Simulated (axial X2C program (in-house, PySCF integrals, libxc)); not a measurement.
**SeGe⁺: bond curves with and without spin–orbit coupling**

Aim: find the lowest determinant of SeGe⁺, scan the bond at several levels and fit the constants, once spin-free and once with spin–orbit coupling.

The runs use an in-house X2C program for linear molecules on PySCF integrals; all-electron X2C, Se dyall-cv3z, Ge dyall-cv3z.

All values are calculated.

**1. Set-up**

Contents of task.json:

```json
{
 "zs": [
  34,
  32
 ],
 "q": 1,
 "bas": [
  "dyall-cv3z",
  "dyall-cv3z"
 ],
 "levels": [
  "PBE0",
  "HF",
  "r2SCAN"
 ],
 "cc": true,
 "r0": 2.18,
 "thr": -1.0,
 "nmax": 90,
 "npts": 10,
 "nst": 2,
 "ntry": 6
}
```

Keys: zs atomic numbers; q charge; bas basis sets; levels methods (HF also brings MP2); cc coupled cluster on or off; r0 starting distance in Å; thr threshold in hartree for freezing inner shells (an s shell follows its p shell); nmax most natural virtual spinors; npts points asked for on the curve; nst determinants followed; ntry starts of the search.

Run with:

```bash
python so2c.py task.json out
```

Spin-free means the one-electron spin-free X2C Hamiltonian; two-component (2c) means X2C with spin–orbit coupling and atomic mean-field two-electron Coulomb and Gaunt terms. Basis: Se dyall-cv3z contracted to [8s9p6d4f1g], Ge dyall-cv3z contracted to [9s9p7d4f1g]; Gaussian nuclei, density fitting. Masses: Se 79.917 u, Ge 73.921 u.

Notation: σ, π±, δ± give the projection m of an orbital's angular momentum (0, ±1, ±2), α and β its spin, Λ and M_S the sums; ω is the projection of a spinor's total angular momentum and Ω the sum. Logs are in hartree.

The results follow Hamiltonian by Hamiltonian and level by level.

**2. Search for the lowest determinant**

PBE0 moves the distance from 2.180 Å to 2.293 Å and compares determinants there.

Spin-free determinants:

```tsv
ΔE (eV)	state	open shells
0.00	M_S = 1/2, Λ = 1	beyond closed shells: π+α, π+β, π-α
0.63	M_S = 1/2, Λ = 0	beyond closed shells: σα
2.63	M_S = 3/2, Λ = 1	beyond closed shells: 2 × π+α, π-α
2.86	M_S = 3/2, Λ = 0	beyond closed shells: σα, π+α, π+β, 2 × π-α
2.86	M_S = 3/2, Λ = 2	beyond closed shells: σα, 2 × π+α, π+β, π-α
3.35	M_S = 1/2, Λ = 2	beyond closed shells: σα, π+α, 2 × π+β, π-α
3.40	M_S = 1/2, Λ = 0	beyond closed shells: σβ, π+α, π+β, 2 × π-α
```

Two-component determinants:

```csv
ΔE (eV),state,open shells
0.00,Ω = 3/2,excess of +ω over −ω: ω = 3/2
0.20,Ω = 1/2,excess of +ω over −ω: ω = 1/2
2.65,Ω = 1/2,"excess of +ω over −ω: 2 × ω = -1/2, ω = 3/2"
2.81,Ω = 5/2,"excess of +ω over −ω: ω = -1/2, 2 × ω = 3/2"
2.93,Ω = 7/2,"excess of +ω over −ω: ω = 1/2, 2 × ω = 3/2"
3.16,Ω = 3/2,excess of +ω over −ω: ω = 3/2
3.24,Ω = 5/2,"excess of +ω over −ω: 2 × ω = 1/2, ω = 3/2"
```

**3. PBE0, spin-free**

State followed: M_S = 1/2, Λ = 1 (beyond closed shells: π+α, π+β, π-α). The scan is laid around 2.293 Å, a first estimate of the minimum, and this SCF restarts from the orbitals of the search.

The SCF at the reference distance of 2.293 Å:

```text
spin-free X2C-1e  PBE0
basis functions 210  fitting functions 1204  grid points 5801
iter        total energy     max residual
   1      -4527.977873184     2.42e-05
   2      -4527.977873188     1.45e-05
converged
one-electron -6787.22637837  Coulomb 2176.23493757  exact exchange -41.27946490  xc functional -126.79497685  nuclear repulsion 251.08800937
```

Along the bond, energies from the lowest point:

```csv
R (Å),E (eV),μ (D),HOMO (eV),LUMO (eV),iterations
1.995,0.9650,0.97,-14.22,-12.56,22
2.087,0.3970,1.43,-14.24,-12.19,18
2.155,0.1550,1.78,-14.09,-11.93,15
2.224,0.0317,2.12,-13.82,-11.69,14
2.293,0.0000,2.46,-13.57,-11.46,2
2.373,0.0502,2.84,-13.29,-11.22,15
2.454,0.1691,3.21,-13.03,-11.00,16
2.557,0.3902,3.63,-12.72,-10.76,16
2.683,0.7198,4.03,-12.38,-10.51,16
2.866,1.2248,4.16,-11.97,-10.25,18
```

Dipoles are positive if Ge is the positive end and refer to the centre of mass.

Outer orbitals at the reference distance:

```json
{"symmetry": "σα", "occupied": "yes", "ε (eV)": "-26.64", "atomic character": "74% Se s, 11% Ge s, 9% Ge p"}
{"symmetry": "σβ", "occupied": "yes", "ε (eV)": "-25.59", "atomic character": "70% Se s, 14% Ge s, 9% Ge p"}
{"symmetry": "σα", "occupied": "yes", "ε (eV)": "-20.08", "atomic character": "64% Ge s, 21% Se p, 10% Se s"}
{"symmetry": "σβ", "occupied": "yes", "ε (eV)": "-19.86", "atomic character": "63% Ge s, 19% Se p, 13% Se s"}
{"symmetry": "π+α", "occupied": "yes", "ε (eV)": "-14.52", "atomic character": "81% Se p, 14% Ge p, 4% Ge d"}
{"symmetry": "π-α", "occupied": "yes", "ε (eV)": "-14.52", "atomic character": "81% Se p, 14% Ge p, 4% Ge d"}
{"symmetry": "σα", "occupied": "yes", "ε (eV)": "-14.37", "atomic character": "47% Se p, 34% Ge p, 14% Ge s"}
{"symmetry": "σβ", "occupied": "yes", "ε (eV)": "-14.14", "atomic character": "47% Se p, 36% Ge p, 12% Ge s"}
{"symmetry": "π+β", "occupied": "yes", "ε (eV)": "-13.57", "atomic character": "73% Se p, 22% Ge p, 4% Ge d"}
{"symmetry": "π-β", "occupied": "no", "ε (eV)": "-11.46", "atomic character": "66% Se p, 29% Ge p, 3% Ge d"}
{"symmetry": "π-α", "occupied": "no", "ε (eV)": "-9.02", "atomic character": "81% Ge p, 13% Se p, 4% Se d"}
{"symmetry": "π+α", "occupied": "no", "ε (eV)": "-9.02", "atomic character": "81% Ge p, 13% Se p, 4% Se d"}
{"symmetry": "π+β", "occupied": "no", "ε (eV)": "-8.84", "atomic character": "73% Ge p, 20% Se p, 4% Se d"}
```

PBE0 fields in the half plane through the axis: z from -2.4 to 4.5 Å across, distance from the axis 0.15 to 2.25 Å upwards; Se lies at z = 0 and Ge at z = 2.293 Å; the ELF is damped to zero where the density is low.

log10 density (e/bohr³). Ten even steps from '0' (-4.89 ) to '9' (1.42 ):
```
001112222222222222211100
011222333333333333222110
012233444444333333333211
112334445544444444443321
123344555555555555544322
123445666665555666554332
223455677766566787654432
233456689866667998655432
```

ELF. Ten even steps from '0' (0.00 ) to '9' (0.96 ):
```
000000011110000000000000
000001233322100011221000
000124555544211235665200
000246777765422357888720
002468887777543346899961
013688743467642112699984
014788325237722562389996
025787272716714626279997
```

Re = 2.287 Å, ωe = 327 cm⁻¹, ωexe = 0.704 cm⁻¹, Be = 0.08395 cm⁻¹, De = 3.45 eV, μ = 2.43 D.

**4. HF, spin-free**

Output at 2.293 Å:

```text
spin-free X2C-1e  HF
basis functions 210  fitting functions 1204  grid points 5801
iter        total energy     max residual
   1      -4525.021291048     2.87e-01
   2      -4525.056906598     1.03e-02
   3      -4525.058412022     1.35e-02
   4      -4525.058799415     4.59e-03
   5      -4525.058877240     1.42e-03
   6      -4525.058918593     1.86e-03
   7      -4525.058934449     8.88e-04
   8      -4525.058947589     5.46e-04
   9      -4525.058952954     4.68e-04
  10      -4525.058954268     1.99e-04
  11      -4525.058954411     2.03e-05
  12      -4525.058954422     1.17e-05
  13      -4525.058954424     5.18e-06
  14      -4525.058954425     2.95e-06
converged
one-electron -6787.43663096  Coulomb 2176.59158344  exact exchange -165.30191627  xc functional 0.00000000  nuclear repulsion 251.08800937
```

No constants are quoted: the solution changes its character somewhere along the scan, so the fit is set aside.

**5. r2SCAN, spin-free**

The SCF at the reference distance of 2.293 Å:

```text
spin-free X2C-1e  r2SCAN
basis functions 210  fitting functions 1204  grid points 5801
iter        total energy     max residual
   1      -4528.476391170     7.65e-02
   2      -4528.478537566     7.20e-03
   3      -4528.478910744     9.75e-03
   4      -4528.478943601     2.40e-03
   5      -4528.478965346     2.37e-03
   6      -4528.478969330     4.76e-04
   7      -4528.478969612     1.06e-04
   8      -4528.478969680     1.06e-04
   9      -4528.478969693     6.88e-06
  10      -4528.478969694     1.08e-05
converged
one-electron -6787.19847353  Coulomb 2176.21126929  exact exchange 0.00000000  xc functional -168.57977482  nuclear repulsion 251.08800937
```

Re = 2.290 Å, ωe = 321 cm⁻¹, ωexe = 0.772 cm⁻¹, Be = 0.08374 cm⁻¹, De = 3.45 eV, μ = 2.22 D.

**6. MP2 and beyond, spin-free**

Correlated methods: 9 electrons correlated (frozen shells, counted by type: Se 3 s, 2 p, 1 d; Ge 3 s, 2 p, 1 d), 251 virtual spinors in MP2, 90 natural virtuals in coupled cluster.

Output of the correlated part at 2.293 Å:

```text
correlated 9  virtual 251  natural virtual 90  E(MP2) -0.191492572  MP2 remainder -0.005174495
iter   CCSD correlation   residual
   1     -0.204335266   1.24e-01
   2     -0.211649507   5.34e-02
   3     -0.213506572   2.43e-02
   4     -0.213692199   1.14e-02
   5     -0.213834488   5.39e-03
   6     -0.213848169   2.27e-03
   7     -0.213866255   9.31e-04
   8     -0.213869353   4.06e-04
   9     -0.213868382   1.61e-04
  10     -0.213869464   5.14e-05
  11     -0.213869598   1.78e-05
  12     -0.213869870   6.01e-06
  13     -0.213869885   2.47e-06
(T) -0.010903631  T1 0.0359  D1 0.0738  max T2 0.079
```

T1 in the output is the amplitude norm over the root of the electron number; divide by √2 for the Lee–Taylor value.

MP2: No constants are quoted: the reference changes its character somewhere along the scan, so the fit is set aside.

CCSD: No constants are quoted: the reference changes its character somewhere along the scan, so the fit is set aside.

CCSD(T): No constants are quoted: the reference changes its character somewhere along the scan, so the fit is set aside.

**7. A higher determinant, spin-free**

State: M_S = 1/2, Λ = 0 (beyond closed shells: σα).

Output at the reference distance:

```text
spin-free X2C-1e  PBE0
basis functions 210  fitting functions 1204  grid points 5801
iter        total energy     max residual
   1      -4527.954579424     5.37e-05
   2      -4527.954579445     1.79e-05
   3      -4527.954579446     2.62e-05
   4      -4527.954579450     1.10e-05
converged
one-electron -6786.43757005  Coulomb 2175.43268864  exact exchange -41.26656794  xc functional -126.77113947  nuclear repulsion 251.08800937
```

```csv
R (Å),E above the lowest PBE0 point (eV)
1.995,0.641
2.087,0.439
2.155,0.428
2.224,0.501
2.293,0.634
2.373,0.839
2.454,1.079
2.557,1.414
2.683,1.824
```

Re = 2.128 Å, ωe = 377 cm⁻¹, ωexe = 1.04 cm⁻¹, Be = 0.09697 cm⁻¹, μ = 2.85 D. Te = 0.42 eV.

**8. The spin-free curves together**

Energy (eV) of the followed determinant, spin-free, from each level's lowest point:

```csv
R (Å),PBE0,HF (jumps),MP2 (its reference jumps),CCSD (its reference jumps),CCSD(T) (its reference jumps),r2SCAN
1.995,0.965,0.979,1.030,n/a,n/a,0.963
2.087,0.397,0.396,0.429,0.441,0.470,0.399
2.155,0.155,0.150,0.171,0.180,0.200,0.158
2.224,0.032,0.028,0.037,0.042,0.052,0.034
2.293,0.000,0.000,0.000,0.000,0.000,0.000
2.373,0.050,0.057,0.048,0.042,0.030,0.046
2.454,0.169,0.185,0.170,0.156,0.132,0.158
2.557,0.390,0.390,0.800,0.438,0.406,0.367
2.683,0.720,0.516,1.242,n/a,n/a,0.675
2.866,1.225,0.660,1.571,n/a,n/a,1.145
```

**9. PBE0, 2c**

State followed: Ω = 3/2 (excess of +ω over −ω: ω = 3/2). The scan is laid around 2.293 Å, a first estimate of the minimum, and this SCF restarts from the orbitals of the search.

Output at 2.293 Å:

```text
two-component X2C + atomic mean field  PBE0
basis functions 210  fitting functions 1204  grid points 5801
iter        total energy     max residual
   1      -4526.489623983     6.34e-05
   2      -4526.489623997     1.35e-05
   3      -4526.489624004     3.01e-05
   4      -4526.489624004     6.69e-06
converged
one-electron -6783.43398422  Coulomb 2175.48322294  exact exchange -41.26362312  xc functional -126.74655994  nuclear repulsion 251.08800937  atomic mean-field constant -1.61668903
```

Along the bond, energies from the lowest point:

```csv
R (Å),E (eV),μ (D),HOMO (eV),LUMO (eV),iterations
1.995,0.9677,0.97,-14.20,-12.44,24
2.087,0.3990,1.43,-14.22,-12.07,18
2.155,0.1564,1.77,-14.16,-11.82,15
2.224,0.0324,2.12,-13.90,-11.58,14
2.293,0.0000,2.45,-13.66,-11.35,4
2.373,0.0493,2.84,-13.38,-11.11,15
2.454,0.1673,3.20,-13.13,-10.90,15
2.557,0.3874,3.63,-12.82,-10.65,16
2.683,0.7165,4.06,-12.48,-10.41,16
2.866,1.2239,4.25,-12.07,-10.15,18
```

Dipoles are positive if Ge is the positive end and refer to the centre of mass.

Outer spinors at the reference distance:

```json
{"ω": "1/2", "occupied": "yes", "ε (eV)": "-26.61", "atomic character": "73% Se s, 11% Ge s, 9% Ge p", "λ mixture": "100% σ"}
{"ω": "-1/2", "occupied": "yes", "ε (eV)": "-25.58", "atomic character": "70% Se s, 14% Ge s, 9% Ge p", "λ mixture": "100% σ"}
{"ω": "1/2", "occupied": "yes", "ε (eV)": "-20.07", "atomic character": "64% Ge s, 21% Se p, 10% Se s", "λ mixture": "100% σ"}
{"ω": "-1/2", "occupied": "yes", "ε (eV)": "-19.85", "atomic character": "63% Ge s, 20% Se p, 13% Se s", "λ mixture": "100% σ"}
{"ω": "-1/2", "occupied": "yes", "ε (eV)": "-14.64", "atomic character": "80% Se p, 14% Ge p, 4% Ge d", "λ mixture": "95% π, 5% σ"}
{"ω": "1/2", "occupied": "yes", "ε (eV)": "-14.37", "atomic character": "48% Se p, 34% Ge p, 14% Ge s", "λ mixture": "98% σ, 2% π"}
{"ω": "3/2", "occupied": "yes", "ε (eV)": "-14.37", "atomic character": "80% Se p, 14% Ge p, 4% Ge d", "λ mixture": "100% π"}
{"ω": "-1/2", "occupied": "yes", "ε (eV)": "-14.11", "atomic character": "48% Se p, 36% Ge p, 12% Ge s", "λ mixture": "95% σ, 5% π"}
{"ω": "1/2", "occupied": "yes", "ε (eV)": "-13.66", "atomic character": "73% Se p, 22% Ge p, 4% Ge d", "λ mixture": "98% π, 2% σ"}
{"ω": "-3/2", "occupied": "no", "ε (eV)": "-11.35", "atomic character": "66% Se p, 30% Ge p, 3% Ge d", "λ mixture": "100% π"}
{"ω": "-1/2", "occupied": "no", "ε (eV)": "-9.09", "atomic character": "81% Ge p, 13% Se p, 4% Se d", "λ mixture": "100% π"}
{"ω": "3/2", "occupied": "no", "ε (eV)": "-8.93", "atomic character": "80% Ge p, 14% Se p, 4% Se d", "λ mixture": "100% π"}
{"ω": "1/2", "occupied": "no", "ε (eV)": "-8.91", "atomic character": "74% Ge p, 20% Se p, 4% Se d", "λ mixture": "100% π"}
```

PBE0 fields in the half plane through the axis: z from -2.4 to 4.5 Å across, distance from the axis 0.15 to 2.25 Å upwards; Se lies at z = 0 and Ge at z = 2.293 Å; the ELF is damped to zero where the density is low.

log10 density (e/bohr³). Ten even steps from '0' (-4.89 ) to '9' (1.42 ):
```
001112222222222222211100
011222333333333333222110
012233444444333333333211
112334445544444444443321
123344555555555555544322
123445666665555666554332
223455677766566787654432
233456689866667998655432
```

ELF. Ten even steps from '0' (0.00 ) to '9' (0.96 ):
```
000000011110000000000000
000001233322100011221000
000124555544211235665200
000246777765422357888720
002468887777543346899961
013688743467642112699984
014788325237722562389996
025787272716714626279997
```

Re = 2.287 Å, ωe = 326 cm⁻¹, ωexe = 0.703 cm⁻¹, Be = 0.0839 cm⁻¹, De = 3.47 eV, μ = 2.43 D.

**10. HF, 2c**

Output at 2.293 Å:

```text
two-component X2C + atomic mean field  HF
basis functions 210  fitting functions 1204  grid points 5801
iter        total energy     max residual
   1      -4523.533933418     2.86e-01
   2      -4523.569509180     1.03e-02
   3      -4523.571005250     1.34e-02
   4      -4523.571386980     4.54e-03
   5      -4523.571460110     1.27e-03
   6      -4523.571496739     1.75e-03
   7      -4523.571510405     8.34e-04
   8      -4523.571522152     5.56e-04
   9      -4523.571527563     4.87e-04
  10      -4523.571529220     2.20e-04
  11      -4523.571529591     9.16e-05
  12      -4523.571529812     1.06e-04
  13      -4523.571530083     1.25e-04
  14      -4523.571530261     6.81e-05
  15      -4523.571530321     1.44e-05
  16      -4523.571530330     8.25e-06
  17      -4523.571530331     4.31e-06
  18      -4523.571530332     1.89e-06
converged
one-electron -6783.64616407  Coulomb 2175.84162148  exact exchange -165.23830807  xc functional 0.00000000  nuclear repulsion 251.08800937  atomic mean-field constant -1.61668903
```

No constants are quoted: the solution changes its character somewhere along the scan, so the fit is set aside.

**11. r2SCAN, 2c**

The SCF at the reference distance of 2.293 Å:

```text
two-component X2C + atomic mean field  r2SCAN
basis functions 210  fitting functions 1204  grid points 5801
iter        total energy     max residual
   1      -4526.986629136     7.65e-02
   2      -4526.988799883     7.15e-03
   3      -4526.989174354     9.85e-03
   4      -4526.989207059     2.40e-03
   5      -4526.989228718     2.41e-03
   6      -4526.989232679     4.86e-04
   7      -4526.989232952     1.03e-04
   8      -4526.989233017     1.06e-04
   9      -4526.989233029     6.26e-06
  10      -4526.989233030     1.06e-05
converged
one-electron -6783.40494198  Coulomb 2175.45837115  exact exchange 0.00000000  xc functional -168.51398254  nuclear repulsion 251.08800937  atomic mean-field constant -1.61668903
```

Re = 2.290 Å, ωe = 321 cm⁻¹, ωexe = 0.761 cm⁻¹, Be = 0.08371 cm⁻¹, De = 3.54 eV, μ = 2.22 D.

**12. MP2 and beyond, 2c**

Correlated methods: 9 electrons correlated (frozen shells, counted by type: Se 3 s, 2 p, 1 d; Ge 3 s, 2 p, 1 d), 251 virtual spinors in MP2, 90 natural virtuals in coupled cluster.

Output of the correlated part at 2.293 Å:

```text
correlated 9  virtual 251  natural virtual 90  E(MP2) -0.191440143  MP2 remainder -0.005174016
iter   CCSD correlation   residual
   1     -0.204280443   1.24e-01
   2     -0.211565117   5.33e-02
   3     -0.213426315   2.42e-02
   4     -0.213595740   1.11e-02
   5     -0.213725230   5.11e-03
   6     -0.213736877   2.15e-03
   7     -0.213753638   8.96e-04
   8     -0.213756951   4.00e-04
   9     -0.213755950   1.60e-04
  10     -0.213757031   5.25e-05
  11     -0.213757101   1.88e-05
  12     -0.213757389   7.13e-06
  13     -0.213757403   3.38e-06
(T) -0.010871861  T1 0.0357  D1 0.0727  max T2 0.077
```

MP2: No constants are quoted: the reference changes its character somewhere along the scan, so the fit is set aside.

CCSD: No constants are quoted: the reference changes its character somewhere along the scan, so the fit is set aside.

CCSD(T): No constants are quoted: the reference changes its character somewhere along the scan, so the fit is set aside.

**13. A higher determinant, 2c**

State: Ω = 1/2 (excess of +ω over −ω: ω = 1/2).

Output at the reference distance:

```text
two-component X2C + atomic mean field  PBE0
basis functions 210  fitting functions 1204  grid points 5801
iter        total energy     max residual
   1      -4526.482152479     6.67e-05
   2      -4526.482152515     3.04e-05
   3      -4526.482152538     2.42e-05
   4      -4526.482152540     1.54e-05
converged
one-electron -6783.32843286  Coulomb 2175.38231580  exact exchange -41.26301599  xc functional -126.74433983  nuclear repulsion 251.08800937  atomic mean-field constant -1.61668903
```

```csv
R (Å),E above the lowest PBE0 point (eV)
1.995,0.746
2.087,0.523
2.155,0.352
2.224,0.234
2.293,0.203
2.373,0.253
2.454,0.371
2.557,0.589
2.683,0.915
```

No constants are quoted: the solution changes its character somewhere along the scan, so the fit is set aside.

**14. The 2c curves together**

Energy (eV) of the followed determinant, 2c, from each level's lowest point:

```csv
R (Å),PBE0,HF (jumps),MP2 (its reference jumps),CCSD (its reference jumps),CCSD(T) (its reference jumps),r2SCAN
1.995,0.968,0.981,1.033,n/a,n/a,0.965
2.087,0.399,0.398,0.431,0.443,0.472,0.400
2.155,0.156,0.151,0.172,0.181,0.201,0.159
2.224,0.032,0.028,0.038,0.043,0.053,0.034
2.293,0.000,0.000,0.000,0.000,0.000,0.000
2.373,0.049,0.056,0.049,0.041,0.029,0.045
2.454,0.167,0.183,0.175,0.154,0.130,0.157
2.557,0.387,0.390,0.774,0.427,0.395,0.366
2.683,0.717,0.521,1.251,n/a,n/a,0.676
2.866,1.224,0.664,1.587,n/a,n/a,1.149
```

Time for the job: 6.4 min (1 thread of Arm Neoverse N1, shared host); peak memory 0.63 GiB.

**15. What came out**

Lowest determinant that the search found at its distance, spin-free: M_S = 1/2, Λ = 1 (beyond closed shells: π+α, π+β, π-α).

Lowest determinant that the search found at its distance, 2c: Ω = 3/2 (excess of +ω over −ω: ω = 3/2).

```tsv
Hamiltonian	level	Re (Å)	ωe (cm⁻¹)	De (eV)	μ (D)
spin-free	PBE0	2.287	327	3.45	2.43
spin-free	r2SCAN	2.290	321	3.45	2.22
2c	PBE0	2.287	326	3.47	2.43
2c	r2SCAN	2.290	321	3.54	2.22
```

Dipoles are positive if Ge is the positive end and refer to the centre of mass. No constants: spin-free HF (the solution changes its character somewhere along the scan, so the fit is set aside); spin-free MP2 (the reference changes its character somewhere along the scan, so the fit is set aside); spin-free CCSD (the reference changes its character somewhere along the scan, so the fit is set aside); spin-free CCSD(T) (the reference changes its character somewhere along the scan, so the fit is set aside); 2c HF (the solution changes its character somewhere along the scan, so the fit is set aside); 2c MP2 (the reference changes its character somewhere along the scan, so the fit is set aside); 2c CCSD (the reference changes its character somewhere along the scan, so the fit is set aside); 2c CCSD(T) (the reference changes its character somewhere along the scan, so the fit is set aside).

Time per point (s) on 1 thread of Arm Neoverse N1, shared host (2c runs); the times are rough: PBE0 2.5, r2SCAN 2.2.

**Reading.** At PBE0, going from spin-free to two-component changes Re by +1 mÅ, ωe by -0.2 %, which is small (part of it comes from the scalar share of the two-electron terms). De moves by +0.03 eV; both De rest on single-determinant atoms, which can miss part of an open shell's spin–orbit lowering.

De refers to Se + Ge+, each in the lowest determinant found, which need not be this curve's own limit. Each curve is one determinant whose occupation by symmetry is held fixed; it was picked as the lowest of a PBE0 search that is not exhaustive. De is counted from the lowest determinant-based energies of the atoms at the same level, without counterpoise correction. Density functionals use the spin component along the axis (collinear). The meta-GGAs lack a current-density term, which matters for open shells with orbital currents, atoms included. At some level an empty orbital lies below a filled one. The spin-free determinant is spin-contaminated at some levels.
